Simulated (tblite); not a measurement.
# C5H11Ga: the cost of one run

Computed with tblite 0.8.0 and PySCF 2.14.0, with density-fitted response routines of our own, on a single molecule, in the gas phase or a continuum. Atoms count from 0, in the outputs and in this text.

## 1. Starting geometry

17 atoms, charge 0, multiplicity 1; geometry from: force field or distance geometry start.

Bonds of the start (Å): C0–Ga1 1.91, Ga1–C2 2.07, C2–C3 1.35, C3–C4 1.49, C3–C5 1.46, C0–H6 1.12, C0–H7 1.13, C0–H8 1.11, Ga1–H9 1.65, C2–H10 1.07, C4–H11 1.11, C4–H12 1.11, C4–H13 1.10, C5–H14 1.10, C5–H15 1.10, C5–H16 1.12.

## 2. Geometry optimisation with GFN2-xTB

The job: settings as JSON, then the geometry in Å.

```
{"job": {"kind": "relax", "xc": "GFN2-xTB", "basis": "xTB"}, "charge": 0, "multiplicity": 1}
C      3.352200    -0.123300    -0.047600
Ga     1.550200     0.389300     0.340100
C     -0.079300    -0.868200     0.131200
C     -1.210400    -0.174700    -0.097000
C     -2.458200    -0.978100    -0.256000
C     -1.309700     1.279700    -0.169000
H      3.969500     0.218900    -0.913200
H      3.870900     0.262500     0.878100
H      3.324800    -1.231200    -0.063400
H      1.298400     1.609300     1.428800
H     -0.046900    -1.940100     0.179100
H     -2.674400    -1.117600    -1.335800
H     -2.319100    -1.947100     0.272400
H     -3.265700    -0.381500     0.184000
H     -0.311900     1.715000     0.011200
H     -1.717300     1.566900    -1.153300
H     -1.980100     1.732200     0.600700
```

The run is started by

```sh
$ OMP_NUM_THREADS=1 python probes_run.py task.json out
```

One launch serves the whole session: the jobs run in the order shown.

Q: Estimate the wall time and peak memory of this first job on 1 thread of Intel Xeon Platinum 8259CL at 2.50GHz, shared host.

About 1.4 s, with a peak of 0.18 GiB.
